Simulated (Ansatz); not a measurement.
**SiSeF3 radical: one species, many methods**

An exercise on one series of results from a longer session: the logs are not shown, and one member is left open.

The runs use Ansatz 0.2.0, Gaussian basis; functionals in def2-TZVPP, the program's frozen cores in correlated methods.

Plan: LDA (SPW92), PBE-D4, revPBE-D4, BLYP-D4, r2SCAN-D4, B97M-V, PBE0-D4, B3LYP-D4, r2SCANh-D4, r2SCAN0-D4, HSE06-D4, BHLYP-D4, CAM-B3LYP-D4, LC-ωPBE, ωB97X-V, ωB97M-V, B2PLYP, PBE-QIDH; CCSD(T)/def2-SVP; CCSD(T)/def2-TZVPP; MP2/def2-QZVPP; extrapolation to the limit; RPA on PBE.

## The relaxed structure

The geometry comes from an earlier relaxation with PBE0-D4 in a triple-zeta def2 set; it is a stationary point.

SMILES `F[Si](F)(F)[Se]`, 5 atoms, charge 0, spin multiplicity 2.

Atoms are counted from 1 here; the program's logs count them from 0.

Bond lengths: F1–Si2 1.573 Å, Si2–F3 1.574 Å, Si2–F4 1.573 Å, Si2–Se5 2.236 Å. Angles: F1–Si2–F3 108.5°, F1–Si2–F4 106.3°, F1–Si2–Se5 112.7°, F3–Si2–F4 108.5°, F3–Si2–Se5 108.1°, F4–Si2–Se5 112.6°.

The first run:

Contents of in.yaml:

```yaml
crystal:
  periodic: [false, false, false]
  atoms:
    - {symbol: F, position_ang: [0.019059, 0.030179, 1.613101]}
    - {symbol: Si, position_ang: [0.076245, -0.080349, 0.044837]}
    - {symbol: F, position_ang: [-0.439515, -1.506936, -0.373521]}
    - {symbol: F, position_ang: [1.594463, 0.038526, -0.349888]}
    - {symbol: Se, position_ang: [-1.200353, 1.444980, -0.975829]}
basis:
  gaussian: {orbitals: def2-TZVPP}
magnetization: {spin_polarized: true, initial_magnetization: 1}
hamiltonian: {xc: lda}
output: {orbitals: {seedname: orbitals}}
```

Steps of the session up to this table: LDA; PBE-D4 (GGA); revPBE-D4 (GGA); BLYP-D4 (GGA); r2SCAN-D4 (meta-GGA); B97M-V (meta-GGA); PBE0-D4 (hybrid); B3LYP-D4 (hybrid); r2SCANh-D4 (hybrid); r2SCAN0-D4 (hybrid); HSE06-D4 (hybrid); BHLYP-D4 (hybrid); CAM-B3LYP-D4 (range-separated); LC-ωPBE-D4 (range-separated; the results give it without D4); ωB97X-V (range-separated); ωB97M-V (range-separated); B2PLYP (double hybrid); PBE-QIDH (double hybrid).

One table of the session follows, with a row left open; its other results are not shown here.

It belongs to the step «Orbital energies across the functionals». 

```
  functional  HOMO (eV)  LUMO (eV)  gap (eV)
 LDA (SPW92)      -6.83      -6.89     -0.07
      PBE-D4      -6.65      -6.40      0.26
   revPBE-D4      -6.59      -6.24      0.35
     BLYP-D4      -6.50      -6.39      0.11
   r2SCAN-D4      -6.96      -6.10      0.87
      B97M-V      -7.00      -6.20      0.79
     PBE0-D4      -7.88      -5.34      2.55
    B3LYP-D4      -7.64      -5.73      1.92
  r2SCANh-D4          ?          ?         ?
  r2SCAN0-D4      -8.08      -5.12      2.96
    HSE06-D4      -7.48      -5.72      1.76
    BHLYP-D4      -8.94      -4.32      4.63
CAM-B3LYP-D4      -9.21      -4.25      4.96
     LC-ωPBE     -10.60      -2.75      7.85
     ωB97X-V     -10.24      -3.21      7.02
     ωB97M-V     -10.04      -3.23      6.81
```

**Question.** Estimate the row for r2SCANh-D4.

Worked estimate for «HOMO (eV)». Against the share of exact exchange, r2SCAN-D4 (0, -6.96), r2SCAN0-D4 (0.25, -8.08) give a slope of -4.48 per unit share; at 0.1 the line stands at -7.41.

**Answer.** HOMO (eV): -7.41; LUMO (eV): -5.71; gap (eV): 1.71. In «HOMO (eV)» the line misses by 0.00.

Limits of these values: A negative gap means that an empty level lies below a filled one: whole occupations of an open shell aren't an aufbau state there.
